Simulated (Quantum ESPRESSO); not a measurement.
# In3Cu (Pm-3m) in Quantum ESPRESSO: further runs

One crystal, In3Cu, is run at these levels: PBEsol, LDA; tasks: band structure, single point, equation of state.

All numbers are computed with Quantum ESPRESSO 7.5; they aren't measurements. Logs are shortened: lines on timing, memory, paths and dates and some standing lists are left out, and cuts for length are marked.

## (1) Starting point

The structure is cubic, space group Pm-3m (No. 221). The conventional cell has a = 4.483 Å, b = 4.483 Å, c = 4.483 Å, α = 90.00°, β = 90.00°, γ = 90.00°. In (site symmetry 4/mmm) is surrounded by 8 In at 3.17 Å and 4 Cu at 3.17 Å. Cu (site symmetry m-3m) is surrounded by 12 In at 3.17 Å.

The cell comes from a database or a generator and needn't be the stable form of this composition.

## (2) Band structure, PBEsol

Contents of pw.in:

```
&CONTROL
  calculation = 'scf'
  prefix = 'pwscf'
  outdir = './tmp'
  pseudo_dir = './pseudo'
  tprnfor = .true.
  tstress = .true.
  disk_io = 'low'
/
&SYSTEM
  ibrav = 0
  nat = 4
  ntyp = 2
  ecutwfc = 56
  ecutrho = 448
  nbnd = 39
  occupations = 'smearing'
  smearing = 'fd'
  degauss = 0.00367493
/
&ELECTRONS
  conv_thr = 8d-10
  electron_maxstep = 120
  mixing_beta = 0.5
/
ATOMIC_SPECIES
In   114.8180 in_pbesol_v1.4.uspp.F.UPF
Cu    63.5460 cu_pbesol_v1.2.uspp.F.UPF
CELL_PARAMETERS angstrom
   4.4827670000    0.0000000000    0.0000000000
   0.0000000000    4.4827670000    0.0000000000
   0.0000000000    0.0000000000    4.4827670000
ATOMIC_POSITIONS crystal
In     0.5000000000    0.5000000000    0.0000000000
In     0.5000000000    0.0000000000    0.5000000000
In     0.0000000000    0.5000000000    0.5000000000
Cu     0.0000000000    0.0000000000    0.0000000000
K_POINTS automatic
6 6 6 0 0 0
```

Contents of bands.in:

```
&CONTROL
  calculation = 'bands'
  prefix = 'pwscf'
  outdir = './tmp'
  pseudo_dir = './pseudo'
  disk_io = 'low'
  verbosity = 'high'
/
&SYSTEM
  ibrav = 0
  nat = 4
  ntyp = 2
  ecutwfc = 56
  ecutrho = 448
  nbnd = 39
  occupations = 'smearing'
  smearing = 'fd'
  degauss = 0.00367493
/
&ELECTRONS
  conv_thr = 1d-08
  electron_maxstep = 120
  mixing_beta = 0.5
  diago_full_acc = .true.
  startingwfc = 'random'
/
ATOMIC_SPECIES
In   114.8180 in_pbesol_v1.4.uspp.F.UPF
Cu    63.5460 cu_pbesol_v1.2.uspp.F.UPF
CELL_PARAMETERS angstrom
   4.4827670000    0.0000000000    0.0000000000
   0.0000000000    4.4827670000    0.0000000000
   0.0000000000    0.0000000000    4.4827670000
ATOMIC_POSITIONS crystal
In     0.5000000000    0.5000000000    0.0000000000
In     0.5000000000    0.0000000000    0.5000000000
In     0.0000000000    0.5000000000    0.5000000000
Cu     0.0000000000    0.0000000000    0.0000000000
K_POINTS crystal
60
 0.0000000000  0.0000000000  0.0000000000 1
 0.0000000000  0.0714285714  0.0000000000 1
 0.0000000000  0.1428571429  0.0000000000 1
 0.0000000000  0.2142857143  0.0000000000 1
 0.0000000000  0.2857142857  0.0000000000 1
 0.0000000000  0.3571428571  0.0000000000 1
 0.0000000000  0.4285714286  0.0000000000 1
 0.0000000000  0.5000000000  0.0000000000 1
 0.0714285714  0.5000000000  0.0000000000 1
 0.1428571429  0.5000000000  0.0000000000 1
 0.2142857143  0.5000000000  0.0000000000 1
 0.2857142857  0.5000000000  0.0000000000 1
 0.3571428571  0.5000000000  0.0000000000 1
 0.4285714286  0.5000000000  0.0000000000 1
 0.5000000000  0.5000000000  0.0000000000 1
 0.4545454545  0.4545454545  0.0000000000 1
 0.4090909091  0.4090909091  0.0000000000 1
 0.3636363636  0.3636363636  0.0000000000 1
 0.3181818182  0.3181818182  0.0000000000 1
 0.2727272727  0.2727272727  0.0000000000 1
 0.2272727273  0.2272727273  0.0000000000 1
 0.1818181818  0.1818181818  0.0000000000 1
 0.1363636364  0.1363636364  0.0000000000 1
 0.0909090909  0.0909090909  0.0000000000 1
 0.0454545455  0.0454545455  0.0000000000 1
 0.0000000000  0.0000000000  0.0000000000 1
 0.0357142857  0.0357142857  0.0357142857 1
 0.0714285714  0.0714285714  0.0714285714 1
 0.1071428571  0.1071428571  0.1071428571 1
 0.1428571429  0.1428571429  0.1428571429 1
 0.1785714286  0.1785714286  0.1785714286 1
 0.2142857143  0.2142857143  0.2142857143 1
 0.2500000000  0.2500000000  0.2500000000 1
 0.2857142857  0.2857142857  0.2857142857 1
 0.3214285714  0.3214285714  0.3214285714 1
 0.3571428571  0.3571428571  0.3571428571 1
 0.3928571429  0.3928571429  0.3928571429 1
 0.4285714286  0.4285714286  0.4285714286 1
 0.4642857143  0.4642857143  0.4642857143 1
 0.5000000000  0.5000000000  0.5000000000 1
 0.4545454545  0.5000000000  0.4545454545 1
 0.4090909091  0.5000000000  0.4090909091 1
 0.3636363636  0.5000000000  0.3636363636 1
 0.3181818182  0.5000000000  0.3181818182 1
 0.2727272727  0.5000000000  0.2727272727 1
 0.2272727273  0.5000000000  0.2272727273 1
 0.1818181818  0.5000000000  0.1818181818 1
 0.1363636364  0.5000000000  0.1363636364 1
 0.0909090909  0.5000000000  0.0909090909 1
 0.0454545455  0.5000000000  0.0454545455 1
 0.0000000000  0.5000000000  0.0000000000 1
 0.5000000000  0.5000000000  0.0000000000 1
 0.5000000000  0.5000000000  0.0625000000 1
 0.5000000000  0.5000000000  0.1250000000 1
 0.5000000000  0.5000000000  0.1875000000 1
 0.5000000000  0.5000000000  0.2500000000 1
 0.5000000000  0.5000000000  0.3125000000 1
 0.5000000000  0.5000000000  0.3750000000 1
 0.5000000000  0.5000000000  0.4375000000 1
 0.5000000000  0.5000000000  0.5000000000 1
```

Potentials or basis: GBRV 1.5 PBEsol.

Started as:

```sh
OMP_NUM_THREADS=1 mpirun -n 2 pw.x -nk 2 -in pw.in > pw.out
OMP_NUM_THREADS=1 mpirun -n 2 pw.x -nk 2 -in bands.in > bands.out
```

pw.out:

```text
This program is part of the open-source Quantum ESPRESSO suite
     for quantum simulation of materials; please cite
         "P. Giannozzi et al., J. Phys.:Condens. Matter 21 395502 (2009);
         "P. Giannozzi et al., J. Phys.:Condens. Matter 29 465901 (2017);
         "P. Giannozzi et al., J. Chem. Phys. 152 154105 (2020);
     in publications or presentations arising from this work. More details at

     Message from routine setup:
     using ibrav=0 with symmetry is DISCOURAGED, use correct ibrav instead

     K-points division:     npool     =       2
     Subspace diagonalization in iterative solution of the eigenvalue problem:
     a serial algorithm will be used

     G-vector sticks info
     --------------------
     sticks:   dense  smooth     PW     G-vecs:    dense   smooth      PW
     Sum        2561    1281    373                97521    34457    5497

     Using Slab Decomposition

     bravais-lattice index     =            0
     lattice parameter (alat)  =       8.4712  a.u.
     unit-cell volume          =     607.9041 (a.u.)^3
     number of atoms/cell      =            4
     number of atomic types    =            2
     number of electrons       =        58.00
     number of Kohn-Sham states=           39
     kinetic-energy cutoff     =      56.0000  Ry
     charge density cutoff     =     448.0000  Ry
     scf convergence threshold =      8.0E-10
     mixing beta               =       0.5000
     number of iterations used =            8  plain     mixing
     Exchange-correlation= SLA  PW   PSX  PSC
                           (   1   4  10   8   0   0   0)

     celldm(1)=   8.471202  celldm(2)=   0.000000  celldm(3)=   0.000000
     celldm(4)=   0.000000  celldm(5)=   0.000000  celldm(6)=   0.000000

     crystal axes: (cart. coord. in units of alat)
               a(1) = (   1.000000   0.000000   0.000000 )
               a(2) = (   0.000000   1.000000   0.000000 )
               a(3) = (   0.000000   0.000000   1.000000 )

     reciprocal axes: (cart. coord. in units 2 pi/alat)
               b(1) = (  1.000000  0.000000  0.000000 )
               b(2) = (  0.000000  1.000000  0.000000 )
               b(3) = (  0.000000  0.000000  1.000000 )

     PseudoPot. # 1 for In read from file:
     in_pbesol_v1.4.uspp.F.UPF
     Pseudo is Ultrasoft + core correction, Zval = 13.0
     Generated by new atomic code, or converted to UPF format
     Using radial grid of  889 points,  6 beta functions with:
                l(1) =   0
                l(2) =   0
                l(3) =   1
                l(4) =   1
                l(5) =   2
                l(6) =   2
     Q(r) pseudized with  6 coefficients,  rinner =    1.400   1.400   1.400
                                                       1.400   1.400

     PseudoPot. # 2 for Cu read from file:
     cu_pbesol_v1.2.uspp.F.UPF
     Pseudo is Ultrasoft + core correction, Zval = 19.0
     Generated by new atomic code, or converted to UPF format
     Using radial grid of  867 points,  6 beta functions with:
                l(1) =   0
                l(2) =   0
                l(3) =   1
                l(4) =   1
                l(5) =   2
                l(6) =   2
     Q(r) pseudized with  8 coefficients,  rinner =    1.150   1.150   1.150
                                                       1.150   1.150

     atomic species   valence    mass     pseudopotential
     In               13.00   114.81800     In( 1.00)
     Cu               19.00    63.54600     Cu( 1.00)

     48 Sym. Ops., with inversion, found

   Cartesian axes

     site n.     atom                  positions (alat units)
         1        In     tau(   1) = (   0.5000000   0.5000000   0.0000000  )
         2        In     tau(   2) = (   0.5000000   0.0000000   0.5000000  )
         3        In     tau(   3) = (   0.0000000   0.5000000   0.5000000  )
         4        Cu     tau(   4) = (   0.0000000   0.0000000   0.0000000  )

     number of k points=    20  Fermi-Dirac smearing, width (Ry)=  0.0037
[... 40 lines left out ...]

  -101.0093 -58.5702 -58.5702 -58.5702  -3.7831  -3.7831  -3.7227  -3.6549
    -3.6045  -3.6045  -3.6014  -3.5654  -3.5541  -3.5541  -3.5326  -3.4839
    -3.4342  -3.4165  -3.4165   4.4972   5.1968   5.1968   6.5173   8.2850
     8.2850   8.5075   8.5915   8.7062  13.1195  13.1990  13.8071  13.8071
    13.8565  13.8565  14.7349  15.0265  20.6853  21.0574  21.0574

          k = 0.1667 0.1667 0.1667 (  4289 PWs)   bands (ev):

  -101.0093 -58.5702 -58.5702 -58.5702  -3.9316  -3.8766  -3.8766  -3.8563
    -3.6815  -3.6815  -3.5735  -3.4928  -3.4928  -3.4544  -3.4544  -3.3821
    -3.3371  -3.3371  -3.2524   1.8501   6.9458   6.9458   7.6850   8.3451
     8.3451   8.7270   8.7270   8.7657  12.3582  12.3582  12.9895  13.6352
    13.6352  14.2383  16.7720  17.1892  17.1892  18.5671  20.4206
[... 27 lines left out ...]
  -101.0093 -58.5702 -58.5702 -58.5702  -3.8270  -3.7679  -3.7612  -3.7018
    -3.6865  -3.6666  -3.6220  -3.5547  -3.5200  -3.5173  -3.4795  -3.4475
    -3.4393  -3.3889  -3.3225   3.9362   4.7526   6.5115   7.6298   8.2123
     8.2647   8.5232   8.7685   8.7789  10.0328  10.8088  12.6977  13.6287
    15.0719  15.9052  17.6660  17.9494  18.3498  18.6487  20.6480

          k = 0.1667-0.5000-0.5000 (  4288 PWs)   bands (ev):

  -101.0093 -58.5702 -58.5702 -58.5702  -3.7879  -3.7879  -3.7628  -3.7089
    -3.6775  -3.6775  -3.6250  -3.5617  -3.5150  -3.5140  -3.5140  -3.4356
    -3.3897  -3.3730  -3.3730   4.7412   5.3901   5.3901   6.7430   8.2713
     8.2713   8.5147   8.5965   8.6516  10.7622  11.4848  11.4848  12.5484
    15.9362  16.5700  16.5700  17.5423  20.7933  21.1823  21.1823

          k = 0.3333 0.3333 0.3333 (  4326 PWs)   bands (ev):

  -101.0093 -58.5702 -58.5702 -58.5702  -3.8644  -3.7844  -3.7844  -3.7237
    -3.6950  -3.6950  -3.6210  -3.6100  -3.4794  -3.4794  -3.4613  -3.4613
    -3.3847  -3.3847  -3.2671   3.8148   6.2884   6.2884   7.1641   8.1985
     8.1985   8.6011   8.6818   8.6818  10.0488  10.0488  10.1733  12.8867
    17.3258  17.3258  18.1435  19.0644  19.3473  19.3473  21.4518

          k = 0.3333 0.3333-0.5000 (  4314 PWs)   bands (ev):

  -101.0093 -58.5702 -58.5702 -58.5702  -3.8398  -3.7965  -3.7659  -3.7433
    -3.7416  -3.7254  -3.6514  -3.5599  -3.5012  -3.4690  -3.4666  -3.4476
    -3.3728  -3.3275  -3.2850   4.5999   5.3562   6.6818   7.8620   7.9151
     8.0800   8.4768   8.5381   8.9725   9.0531   9.2768  10.7930  11.7479
    17.7600  18.7077  18.7737  19.1544  19.9471  20.7174  20.9259

          k = 0.3333-0.5000-0.5000 (  4304 PWs)   bands (ev):

  -101.0093 -58.5702 -58.5702 -58.5702  -3.8152  -3.8149  -3.8149  -3.7708
    -3.7283  -3.7283  -3.7064  -3.5103  -3.4953  -3.4953  -3.4602  -3.4385
    -3.3048  -3.3025  -3.3025   5.4549   5.9150   5.9150   7.3764   8.1051
     8.1877   8.1877   8.5292   8.5960   9.2532   9.7176   9.7176  10.6592
    18.8357  19.4815  19.4815  20.3364  21.0421  21.4973  21.4973

          k =-0.5000-0.5000-0.5000 (  4272 PWs)   bands (ev):

  -101.0093 -58.5702 -58.5702 -58.5702  -3.8359  -3.8359  -3.8359  -3.7946
    -3.7362  -3.7362  -3.7362  -3.4899  -3.4899  -3.4899  -3.4399  -3.4399
    -3.2733  -3.2733  -3.2733   6.3482   6.3482   6.3482   6.9819   7.9922
     7.9922   7.9922   8.5365   8.5365   9.0340   9.0340   9.0340   9.6854
    20.5396  20.5396  21.1891  21.1891  21.1892  21.8574  21.8574

     the Fermi energy is    10.8019 ev

!    total energy              =    -803.02054116 Ry
     estimated scf accuracy    <          4.4E-10 Ry
     smearing contrib. (-TS)   =      -0.00116009 Ry
     internal energy E=F+TS    =    -803.01938107 Ry

     The total energy is F=E-TS. E is the sum of the following terms:
     one-electron contribution =    -463.83966140 Ry
     hartree contribution      =     273.69473479 Ry
     xc contribution           =    -150.51409564 Ry
     ewald contribution        =    -462.36035881 Ry

     convergence has been achieved in  14 iterations

     Forces acting on atoms (cartesian axes, Ry/au):

     atom    1 type  1   force =     0.00000000    0.00000000    0.00000000
     atom    2 type  1   force =     0.00000000    0.00000000    0.00000000
     atom    3 type  1   force =     0.00000000    0.00000000    0.00000000
     atom    4 type  2   force =     0.00000000    0.00000000    0.00000000

     Total force =     0.000000     Total SCF correction =     0.000000

     Computing stress (Cartesian axis) and pressure

          total   stress  (Ry/bohr**3)                   (kbar)     P=      -31.72
  -0.00021564   0.00000000   0.00000000          -31.72        0.00        0.00
   0.00000000  -0.00021564   0.00000000            0.00      -31.72        0.00
   0.00000000   0.00000000  -0.00021564            0.00        0.00      -31.72

=------------------------------------------------------------------------------=
   JOB DONE.
=------------------------------------------------------------------------------=
```

Wall time 3 min (2 MPI ranks of Arm Neoverse V1, shared host); peak memory 0.52 GiB.

What came out:

```yaml
Free_energy: -10925.6511 eV
Pressure: -3.2 GPa
Band_gap_on_the_k_mesh: none (metal or under the smearing width)
```

Levels at the corners of the path, in eV from the Fermi level:
| point | band 27 | band 28 | band 29 | band 30 | band 31 | band 32 |
| --- | --- | --- | --- | --- | --- | --- |
| Γ | -1.75 | -1.75 | -0.63 | -0.63 | 0.63 | 5.11 |
| X | -0.63 | 0.55 | 0.55 | 1.04 | 1.20 | 1.20 |
| M | -2.21 | -2.10 | 2.32 | 2.40 | 3.01 | 3.01 |
| Γ | -1.75 | -1.75 | -0.63 | -0.63 | 0.63 | 5.11 |
| R | -2.27 | -2.27 | -1.77 | -1.77 | -1.77 | -1.12 |
| X | -0.63 | 0.55 | 0.55 | 1.04 | 1.20 | 1.20 |
| M | -2.21 | -2.10 | 2.32 | 2.40 | 3.01 | 3.01 |
| R | -2.27 | -2.27 | -1.77 | -1.77 | -1.77 | -1.12 |

Caveat: some levels on the path didn't converge; spin-orbit coupling is left out, which moves the levels of the heavy elements.

## (3) Single point, LDA, 21.17 Å³/atom

pw.in, as its differences from that of step 2:

```diff
@@ -5,5 +5,4 @@
   pseudo_dir = './pseudo'
-  tprnfor = .true.
   tstress = .true.
-  disk_io = 'low'
+  disk_io = 'nowf'
 /
@@ -26,8 +25,8 @@
 ATOMIC_SPECIES
-In   114.8180 in_pbesol_v1.4.uspp.F.UPF
-Cu    63.5460 cu_pbesol_v1.2.uspp.F.UPF
+In   114.8180 in_lda_v1.4.uspp.F.UPF
+Cu    63.5460 cu_lda_v1.2.uspp.F.UPF
 CELL_PARAMETERS angstrom
-   4.4827670000    0.0000000000    0.0000000000
-   0.0000000000    4.4827670000    0.0000000000
-   0.0000000000    0.0000000000    4.4827670000
+   4.3912562818    0.0000000000    0.0000000000
+   0.0000000000    4.3912562818    0.0000000000
+   0.0000000000    0.0000000000    4.3912562818
 ATOMIC_POSITIONS crystal
```

Potentials or basis: GBRV 1.5 LDA.

Started as:

```sh
OMP_NUM_THREADS=1 mpirun -n 2 pw.x -nk 2 -in pw.in > pw.out
```

Wall time 57 s (2 MPI ranks of Arm Neoverse V1, shared host); peak memory 0.5 GiB.

The run converged. Its results:

| Item | Value |
| --- | --- |
| Free energy | -10923.1676 eV |
| Pressure | -2.4 GPa |
| Band gap on the k mesh | none (metal or under the smearing width) |

## (4) Single point, LDA, 21.62 Å³/atom

pw.in, as its differences from that of step 3:

```diff
@@ -28,5 +28,5 @@
 CELL_PARAMETERS angstrom
-   4.3912562818    0.0000000000    0.0000000000
-   0.0000000000    4.3912562818    0.0000000000
-   0.0000000000    0.0000000000    4.3912562818
+   4.4221816407    0.0000000000    0.0000000000
+   0.0000000000    4.4221816407    0.0000000000
+   0.0000000000    0.0000000000    4.4221816407
 ATOMIC_POSITIONS crystal
```

Started as:

```sh
OMP_NUM_THREADS=1 mpirun -n 2 pw.x -nk 2 -in pw.in > pw.out
```

It took 57 s on 2 MPI ranks of Arm Neoverse V1, shared host; peak memory 0.5 GiB.

The run converged. Its results:

```yaml
Free_energy: -10923.1375 eV
Pressure: -3.5 GPa
Band_gap_on_the_k_mesh: none (metal or under the smearing width)
```

## (5) Single point, LDA, 22.07 Å³/atom

pw.in, as its differences from that of step 4:

```diff
@@ -28,5 +28,5 @@
 CELL_PARAMETERS angstrom
-   4.4221816407    0.0000000000    0.0000000000
-   0.0000000000    4.4221816407    0.0000000000
-   0.0000000000    0.0000000000    4.4221816407
+   4.4526804089    0.0000000000    0.0000000000
+   0.0000000000    4.4526804089    0.0000000000
+   0.0000000000    0.0000000000    4.4526804089
 ATOMIC_POSITIONS crystal
```

Started as:

```sh
OMP_NUM_THREADS=1 mpirun -n 2 pw.x -nk 2 -in pw.in > pw.out
```

It took 75 s on 2 MPI ranks of Arm Neoverse V1, shared host; peak memory 0.5 GiB.

Results (log left out):

```
Free energy            : -10923.0959 eV
Pressure               : -4.4 GPa
Band gap on the k mesh : none (metal or under the smearing width)
```

## (6) Single point, LDA, 22.52 Å³/atom

pw.in, as its differences from that of step 5:

```diff
@@ -28,5 +28,5 @@
 CELL_PARAMETERS angstrom
-   4.4526804089    0.0000000000    0.0000000000
-   0.0000000000    4.4526804089    0.0000000000
-   0.0000000000    0.0000000000    4.4526804089
+   4.4827670000    0.0000000000    0.0000000000
+   0.0000000000    4.4827670000    0.0000000000
+   0.0000000000    0.0000000000    4.4827670000
 ATOMIC_POSITIONS crystal
```

Potentials or basis: GBRV 1.5 LDA.

Started as:

```sh
OMP_NUM_THREADS=1 mpirun -n 2 pw.x -nk 2 -in pw.in > pw.out
```

It took 76 s on 2 MPI ranks of Arm Neoverse V1, shared host; peak memory 0.52 GiB.

Results (log left out):

```
Free energy            : -10923.0446 eV
Pressure               : -5.3 GPa
Band gap on the k mesh : none (metal or under the smearing width)
```

## (7) Single point, LDA, 22.97 Å³/atom

pw.in, as its differences from that of step 6:

```diff
@@ -28,5 +28,5 @@
 CELL_PARAMETERS angstrom
-   4.4827670000    0.0000000000    0.0000000000
-   0.0000000000    4.4827670000    0.0000000000
-   0.0000000000    0.0000000000    4.4827670000
+   4.5124550639    0.0000000000    0.0000000000
+   0.0000000000    4.5124550639    0.0000000000
+   0.0000000000    0.0000000000    4.5124550639
 ATOMIC_POSITIONS crystal
```

Started as:

```sh
OMP_NUM_THREADS=1 mpirun -n 2 pw.x -nk 2 -in pw.in > pw.out
```

It took 71 s on 2 MPI ranks of Arm Neoverse V1, shared host; peak memory 0.52 GiB.

The run converged. Its results:

```yaml
Free_energy: -10922.9846 eV
Pressure: -5.9 GPa
Band_gap_on_the_k_mesh: none (metal or under the smearing width)
```

## (8) Single point, LDA, 23.42 Å³/atom

pw.in, as its differences from that of step 7:

```diff
@@ -28,5 +28,5 @@
 CELL_PARAMETERS angstrom
-   4.5124550639    0.0000000000    0.0000000000
-   0.0000000000    4.5124550639    0.0000000000
-   0.0000000000    0.0000000000    4.5124550639
+   4.5417575412    0.0000000000    0.0000000000
+   0.0000000000    4.5417575412    0.0000000000
+   0.0000000000    0.0000000000    4.5417575412
 ATOMIC_POSITIONS crystal
```

Started as:

```sh
OMP_NUM_THREADS=1 mpirun -n 2 pw.x -nk 2 -in pw.in > pw.out
```

Run time: 71 s. Hardware: 2 MPI ranks of Arm Neoverse V1, shared host; peak memory 0.54 GiB.

Results (log left out):

| Property | Result |
| --- | --- |
| Free energy | -10922.9172 eV |
| Pressure | -6.5 GPa |
| Band gap on the k mesh | none (metal or under the smearing width) |

## (9) Single point, LDA, 23.87 Å³/atom

pw.in, as its differences from that of step 8:

```diff
@@ -28,5 +28,5 @@
 CELL_PARAMETERS angstrom
-   4.5417575412    0.0000000000    0.0000000000
-   0.0000000000    4.5417575412    0.0000000000
-   0.0000000000    0.0000000000    4.5417575412
+   4.5706867131    0.0000000000    0.0000000000
+   0.0000000000    4.5706867131    0.0000000000
+   0.0000000000    0.0000000000    4.5706867131
 ATOMIC_POSITIONS crystal
```

Potentials or basis: GBRV 1.5 LDA.

Started as:

```sh
OMP_NUM_THREADS=1 mpirun -n 2 pw.x -nk 2 -in pw.in > pw.out
```

Run time: 78 s. Hardware: 2 MPI ranks of Arm Neoverse V1, shared host; peak memory 0.54 GiB.

The run converged. Its results:

| Quantity | Value |
| --- | --- |
| Free energy | -10922.8436 eV |
| Pressure | -7.0 GPa |
| Band gap on the k mesh | none (metal or under the smearing width) |

## (10) Equation of state, LDA

This step only gathers the single runs of the series.

What came out:

```
Equilibrium volume : 20.45 Å³/atom (rough: see the caveat)
Bulk modulus       : 67 GPa (rough)
```

Energy against volume, from the lowest point:
```tsv
volume (Å³/atom)	energy (meV/atom)
21.169	0.00
21.620	7.51
22.070	17.92
22.521	30.74
22.971	45.76
23.421	62.59
23.872	81.00
```

Caveat: the minimum lies outside the volumes run.
